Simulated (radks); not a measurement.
# C in [He] 2s2 2p2: an all-electron calculation

The task here is to estimate one member of a computed series from the others.

Method: scalar-relativistic Kohn-Sham, r2SCAN, spin-polarised, spherical densities, finite nucleus; open shells are filled with parallel spins first. Code: radks (a radial shooting solver on a logarithmic mesh, Libxc functionals) version 1.

### The atom as given

```
element            : carbon (Z = 6)
charge             : 0
electrons          : 6
configuration      : [He] 2s2 2p2
nuclear rms radius : 2.4702 fm
```

Outer shells as boxes (Hund's rule):

C
```
[He] core
2s [↑↓]
2p [↑ ][↑ ][  ]
```

The first run:

Input:

```text
Z 6
configuration [He] 2s2 2p2 3s0 3p0
relativity scalar-relativistic
functional r2scan,r2scan
spin polarised
nucleus finite rms 2.4702 fm
c 137.035999084
```

Steps of the session up to this table: Self-consistent calculation.

One table of the session follows, with a row left open; its other results are not shown here.

It belongs to the step «Shells». Sizes of the orbitals, from the radial functions (bohr):

| level | <r> | outermost maximum (interpolated) | 90 % within |
| --- | --- | --- | --- |
| 1s up | 0.2704 | 0.174 | 0.485 |
| 1s down | 0.2692 | 0.174 | 0.482 |
| 2s up | 1.551 | 1.20 | 2.48 |
| 2s down | ? | ? | ? |
| 2p up | 1.727 | 1.20 | 2.96 |
| 2p down | 1.894 | 1.29 | 3.26 |

**Question.** Estimate the row for 2s down.

**Answer.** <r>: 1.625; outermost maximum (interpolated): 1.24; 90 % within: 2.61. In the column «<r>» it lies between 2s up (1.551) and 2p up (1.727).

To keep in mind: Open shells are spherical and high-spin; term and fine-structure splittings are not resolved.
